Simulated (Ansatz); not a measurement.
# H₃ (doublet): AFQMC on the coupled-cluster ladder at distance H1–H2 along a hydrogen transfer = 0.858 Å, cc-pVTZ

How near does AFQMC come to the top of the ladder for H₃ (doublet)?

Program: Ansatz 0.2.0, Gaussian basis, and an in-house AFQMC program (afq) on its integrals; all values are calculated. Level of theory: cc-pVTZ, frozen cores. These are calculated values, not measurements.

Plan: Full CI; PBE (unrestricted); r2SCAN (unrestricted); PBE0 (unrestricted); B3LYP (unrestricted); wB97M-V (unrestricted); B2PLYP (unrestricted); CCSD(T) on UHF; Full CI; CCSD(T) on UHF; CCSD(T) on UHF; Phaseless AFQMC, CISD trial on UHF.

## 1. The geometry

The geometry derives from fragments relaxed apart (PBE0/def2-TZVP) and kept rigid, so it is no stationary point. A hydrogen atom is moved between rigid fragments.

3 atoms, charge 0, spin multiplicity 2.

Atoms are counted from 1 here; the program's logs count them from 0.

No contacts short enough for the rule that draws bonds.

As a file:

```xyz
3

H     0.0000    0.0000   -0.9147
H     0.0000    0.0000   -0.0567
H     0.0000    0.0000    0.9713
```

## 2. Full CI

File in.yaml:

```yaml
crystal:
  periodic: [false, false, false]
  atoms:
    - {symbol: H, position_ang: [0.000000, 0.000000, -0.914667]}
    - {symbol: H, position_ang: [0.000000, 0.000000, -0.056667]}
    - {symbol: H, position_ang: [0.000000, 0.000000, 0.971333]}
basis:
  gaussian: {orbitals: cc-pVTZ}
magnetization: {spin_polarized: false, initial_magnetization: 1}
correlation: {method: fci, electrons: outside_noble_gas}
```

Run with:

```bash
ansatz run in.yaml --threads 1 --pin off --events-out ev --progress --plain --max-ram 24576MiB --backend cuda --devices 0, --max-vram 18GiB
```

What it wrote:

```text
Functional definition: HF
  name "HF"
  cite "Fock, Z. Phys. 61, 126 (1930) doi:10.1007/BF01340294"
  parent pbe
  exchange = exact_x
  correlation = 0
412 factors; integrals over basis functions are off by at most 2.6e-7 eV
mean field evaluation 1: about -43.2015 eV, gradient 5.3e0 eV
mean field evaluation 2: about -43.2003 eV, gradient 5.3e0 eV
mean field evaluation 4: about -43.4597 eV, gradient 7.5e-1 eV
mean field evaluation 8: about -43.4855 eV, gradient 2.1e-4 eV
mean field -43.48546097 eV, -1.5980612150 hartree, gradient 8.2e-7 eV, S^2 0.750000; 0 other end points of the search recorded, 0 dependent functions left out
mean field evaluation 16: about -43.7028 eV, gradient 7.7e-1 eV
reference -43.48546097 eV, -1.5980612150 hartree; 2, 1 occupied and 40, 41 virtual orbitals, 412 factors
state -45.09022383 eV, -1.6570351625 hartree
Total energy: -45.09022383 eV, -1.6570351625 hartree
```

Wall time 11 s (1 × NVIDIA H100 80GB HBM3 with 1 thread of AMD EPYC 7R13 (Zen 3), shared host).

From the report: 10,305 determinants, symmetry A1.

## 3. PBE (unrestricted)

in.yaml: that of step 2 with these lines changed.

```diff
@@ -8,3 +8,4 @@
   gaussian: {orbitals: cc-pVTZ}
-magnetization: {spin_polarized: false, initial_magnetization: 1}
-correlation: {method: fci, electrons: outside_noble_gas}
+magnetization: {spin_polarized: true, initial_magnetization: 1}
+hamiltonian: {xc: {name: PBE}}
+output: {orbitals: {seedname: orbitals}}
```

Run with:

```bash
ansatz run in.yaml --threads 1 --pin off --events-out ev --progress --plain --max-ram 8192MiB --backend cpu
```

What it wrote:

```text
Functional definition: PBE
  name "PBE"
  cite "Perdew, Burke & Ernzerhof, Phys. Rev. Lett. 77, 3865 (1996) doi:10.1103/PhysRevLett.77.3865"
  parent pbe
  parameter kappa = 0.804
  parameter beta = 0.06672455060314922
  exchange = pbe_x(kappa = kappa, mu = beta*pi^2/3)
  correlation = pbe_c(beta = beta)
180 factors; their error is unknown
mean field evaluation 1: about -44.7962 eV, gradient 6.5e0 eV
mean field evaluation 2: about -45.0917 eV, gradient 3.0e0 eV
mean field evaluation 4: about -45.1696 eV, gradient 2.4e-1 eV
mean field evaluation 8: about -45.1677 eV, gradient 3.0e-4 eV
mean field -45.16774375 eV, -1.6598839672 hartree, gradient 4.8e-5 eV, S^2 0.756482; 0 other end points of the search recorded, 0 dependent functions left out
reference -45.16776945 eV, -1.6598849113 hartree; 2, 1 occupied and 40, 41 virtual orbitals, 180 factors
Total energy: -45.16776945 eV, -1.6598849113 hartree
```

Wall time 0.21 s (1 thread of AMD EPYC 7R13 (Zen 3), shared host).

From the report: ⟨S²⟩ of the determinant 0.756 (pure doublet: 0.75).

## 4. r2SCAN (unrestricted)

in.yaml: that of step 3 with these lines changed.

```diff
@@ -9,3 +9,2 @@
 magnetization: {spin_polarized: true, initial_magnetization: 1}
-hamiltonian: {xc: {name: PBE}}
-output: {orbitals: {seedname: orbitals}}
+hamiltonian: {xc: {name: r2SCAN}}
```

The command is unchanged.

What it wrote:

```text
Functional definition: r2SCAN
  name "r2SCAN"
  cite "Furness, Kaplan, Ning, Perdew & Sun, J. Phys. Chem. Lett. 11, 8208 (2020) doi:10.1021/acs.jpclett.0c02405"
  cite "Furness, Kaplan, Ning, Perdew & Sun, J. Phys. Chem. Lett. 11, 9248 (2020) doi:10.1021/acs.jpclett.0c03077"
  parent r2scan
  parameter k0 = 0.174
  parameter k1 = 0.065
  parameter a1 = 4.9479
  exchange = r2scan_x(k0 = k0, k1 = k1, a1 = a1)
  correlation = r2scan_c
180 factors; their error is unknown
mean field evaluation 1: about -45.0867 eV, gradient 5.6e0 eV
mean field evaluation 2: about -45.3403 eV, gradient 2.0e0 eV
mean field evaluation 4: about -45.3755 eV, gradient 1.9e-1 eV
mean field evaluation 8: about -45.3732 eV, gradient 1.4e-3 eV
mean field -45.37323184 eV, -1.6674355151 hartree, gradient 6.7e-5 eV, S^2 0.761215; 0 other end points of the search recorded, 0 dependent functions left out
reference -45.37324190 eV, -1.6674358846 hartree; 2, 1 occupied and 40, 41 virtual orbitals, 180 factors
Total energy: -45.37324190 eV, -1.6674358846 hartree
```

Wall time 0.46 s (1 thread of AMD EPYC 7R13 (Zen 3), shared host).

From the report: ⟨S²⟩ of the determinant 0.761 (pure doublet: 0.75).

## 5. PBE0 (unrestricted)

in.yaml: that of step 4 with these lines changed.

```diff
@@ -9,2 +9,3 @@
 magnetization: {spin_polarized: true, initial_magnetization: 1}
-hamiltonian: {xc: {name: r2SCAN}}
+hamiltonian: {xc: {name: PBE0}}
+output: {orbitals: {seedname: orbitals}}
```

Launched as before.

What it wrote:

```text
Functional definition: PBE0
  name "PBE0"
  cite "Adamo & Barone, J. Chem. Phys. 110, 6158 (1999) doi:10.1063/1.478522"
  cite "Perdew, Burke & Ernzerhof, Phys. Rev. Lett. 77, 3865 (1996) doi:10.1103/PhysRevLett.77.3865"
  parent pbe
  parameter a = 0.25
  parameter kappa = 0.804
  parameter beta = 0.06672455060314922
  exchange = (1 - a)*pbe_x(kappa = kappa, mu = beta*pi^2/3) + a*exact_x
  correlation = pbe_c(beta = beta)
180 factors; their error is unknown
mean field evaluation 1: about -45.0133 eV, gradient 4.3e0 eV
mean field evaluation 2: about -45.1766 eV, gradient 1.2e0 eV
mean field evaluation 4: about -45.1933 eV, gradient 6.7e-2 eV
mean field evaluation 8: about -45.1912 eV, gradient 3.9e-3 eV
mean field -45.19118681 eV, -1.6607454836 hartree, gradient 1.6e-5 eV, S^2 0.760407; 0 other end points of the search recorded, 0 dependent functions left out
reference -45.19120676 eV, -1.6607462167 hartree; 2, 1 occupied and 40, 41 virtual orbitals, 180 factors
Total energy: -45.19120676 eV, -1.6607462167 hartree
```

Wall time 0.24 s (1 thread of AMD EPYC 7R13 (Zen 3), shared host).

From the report: ⟨S²⟩ of the determinant 0.760 (pure doublet: 0.75).

## 6. B3LYP (unrestricted)

in.yaml: that of step 5 with these lines changed.

```diff
@@ -9,3 +9,2 @@
 magnetization: {spin_polarized: true, initial_magnetization: 1}
-hamiltonian: {xc: {name: PBE0}}
-output: {orbitals: {seedname: orbitals}}
+hamiltonian: {xc: {name: B3LYP}}
```

Same command.

What it wrote:

```text
Functional definition: B3LYP
  name "B3LYP"
  cite "Stephens, Devlin, Chabalowski & Frisch, J. Phys. Chem. 98, 11623 (1994) doi:10.1021/j100096a001"
  cite "Becke, Phys. Rev. A 38, 3098 (1988) doi:10.1103/PhysRevA.38.3098"
  cite "Lee, Yang & Parr, Phys. Rev. B 37, 785 (1988) doi:10.1103/PhysRevB.37.785"
  cite "Vosko, Wilk & Nusair, Can. J. Phys. 58, 1200 (1980) doi:10.1139/p80-159"
  parameter a0 = 0.2
  parameter ax = 0.72
  parameter ac = 0.81
  exchange = (1 - a0 - ax)*slater_x + ax*b88_x + a0*exact_x
  correlation = (1 - ac)*vwn_rpa_c + ac*lyp_c
180 factors; their error is unknown
mean field evaluation 1: about -45.3762 eV, gradient 5.0e0 eV
mean field evaluation 2: about -45.5740 eV, gradient 1.5e0 eV
mean field evaluation 4: about -45.5968 eV, gradient 1.0e-1 eV
mean field evaluation 8: about -45.5948 eV, gradient 1.6e-2 eV
mean field -45.59475435 eV, -1.6755763172 hartree, gradient 4.2e-5 eV, S^2 0.758325; 0 other end points of the search recorded, 0 dependent functions left out
reference -45.59490641 eV, -1.6755819050 hartree; 2, 1 occupied and 40, 41 virtual orbitals, 180 factors
Total energy: -45.59490641 eV, -1.6755819050 hartree
```

It took 0.27 s on 1 thread of AMD EPYC 7R13 (Zen 3), shared host.

From the report: ⟨S²⟩ of the determinant 0.758 (pure doublet: 0.75).

## 7. wB97M-V (unrestricted)

in.yaml: that of step 6 with these lines changed.

```diff
@@ -9,2 +9,3 @@
 magnetization: {spin_polarized: true, initial_magnetization: 1}
-hamiltonian: {xc: {name: B3LYP}}
+hamiltonian: {xc: {name: wB97M-V}}
+output: {orbitals: {seedname: orbitals}}
```

The command is unchanged.

What it wrote:

```text
Functional definition: wB97M-V
  name "wB97M-V"
  cite "Mardirossian & Head-Gordon, J. Chem. Phys. 144, 214110 (2016) doi:10.1063/1.4952647"
  cite "Becke, J. Chem. Phys. 107, 8554 (1997) doi:10.1063/1.475007"
  cite "Vydrov & Van Voorhis, J. Chem. Phys. 133, 244103 (2010) doi:10.1063/1.3521275"
  # Of w^i u^j: cxij and so on, Table III.
  parameter omega = 0.3/bohr
  parameter cx = 0.15
  parameter cx01 = 1.007
  parameter cx10 = 0.259
  parameter css00 = 0.443
  parameter css04 = -1.437
  parameter css10 = -4.535
  parameter css20 = -3.390
  parameter css43 = 4.278
  parameter cos00 = 1.000
  parameter cos10 = 1.358
  parameter cos20 = 2.924
  parameter cos21 = -8.812
  parameter cos60 = -1.390
  parameter cos61 = 9.142
  parameter b = 6.0
  parameter c = 0.01
  gx(w, u) = 1 - cx + cx01*u + cx10*w
  gss(w, u) = css00 + css04*u^4 + css10*w + css20*w^2 + css43*w^4*u^3
  gos(w, u) = cos00 + cos10*w + (cos20 + cos21*u)*w^2 + (cos60 + cos61*u)*w^6
  exchange = spin_sum(e_x_unif_sr(omega)*gx(b97_w, b97_u_x)) + cx*exact_x_sr(omega) + exact_x_lr(omega)
  correlation = spin_sum(e_c_pw_mod_same_spin*gss(b97_w, b97_u_same))
      + integral(e_c_pw_mod_opposite_spin*gos(b97_w_opposite, b97_u_opposite)) + vv10(b, c)
180 factors; their error is unknown
63 factors; integrals over basis functions are off by at most 2.6e-5 eV
mean field evaluation 1: about -44.5595 eV, gradient 3.4e0 eV
mean field evaluation 2: about -44.6594 eV, gradient 8.9e-1 eV
mean field evaluation 4: about -44.6824 eV, gradient 2.5e-1 eV
mean field evaluation 8: about -44.6809 eV, gradient 9.4e-3 eV
mean field -44.68088988 eV, -1.6419924173 hartree, gradient 2.5e-5 eV, S^2 0.756187; 0 other end points of the search recorded, 0 dependent functions left out
reference -44.68091815 eV, -1.6419934563 hartree; 2, 1 occupied and 40, 41 virtual orbitals, 180 factors
Total energy: -44.68091815 eV, -1.6419934563 hartree
```

Wall time 0.79 s (1 thread of AMD EPYC 7R13 (Zen 3), shared host).

From the report: ⟨S²⟩ of the determinant 0.756 (pure doublet: 0.75).

## 8. B2PLYP (unrestricted)

in.yaml: that of step 7 with these lines changed.

```diff
@@ -9,3 +9,3 @@
 magnetization: {spin_polarized: true, initial_magnetization: 1}
-hamiltonian: {xc: {name: wB97M-V}}
-output: {orbitals: {seedname: orbitals}}
+hamiltonian: {xc: {name: B2PLYP}}
+correlation: {electrons: outside_noble_gas}
```

Same command.

What it wrote:

```text
Functional definition: B2PLYP
  name "B2PLYP"
  cite "Grimme, J. Chem. Phys. 124, 034108 (2006) doi:10.1063/1.2148954"
  cite "Becke, Phys. Rev. A 38, 3098 (1988) doi:10.1103/PhysRevA.38.3098"
  cite "Lee, Yang & Parr, Phys. Rev. B 37, 785 (1988) doi:10.1103/PhysRevB.37.785"
  parameter a = 0.53
  parameter c = 0.27
  exchange = (1 - a)*b88_x + a*exact_x
  correlation = (1 - c)*lyp_c + c*(mp2_os + mp2_ss)
218 factors; integrals over basis functions are off by at most 9.5e-4 eV
mean field evaluation 1: about -44.5828 eV, gradient 3.8e0 eV
mean field evaluation 2: about -44.5795 eV, gradient 3.8e0 eV
mean field evaluation 4: about -44.7525 eV, gradient 3.6e-1 eV
mean field evaluation 8: about -44.7544 eV, gradient 3.3e-3 eV
mean field evaluation 16: about -44.7544 eV, gradient 3.2e-6 eV
mean field -44.75444223 eV, -1.6446954164 hartree, gradient 3.2e-6 eV, S^2 0.766064; 0 other end points of the search recorded, 0 dependent functions left out
reference -44.75454033 eV, -1.6446990213 hartree; 2, 1 occupied and 40, 41 virtual orbitals, 218 factors
second order -1.30211938 eV of doubles, -0.00000000 eV of singles
Total energy: -45.10611256 eV, -1.6576190626 hartree
```

Run time: 0.3 s. Hardware: 1 thread of AMD EPYC 7R13 (Zen 3), shared host.

From the report: ⟨S²⟩ of the determinant 0.766 (pure doublet: 0.75).

(Part 1 of 2 ends here.)
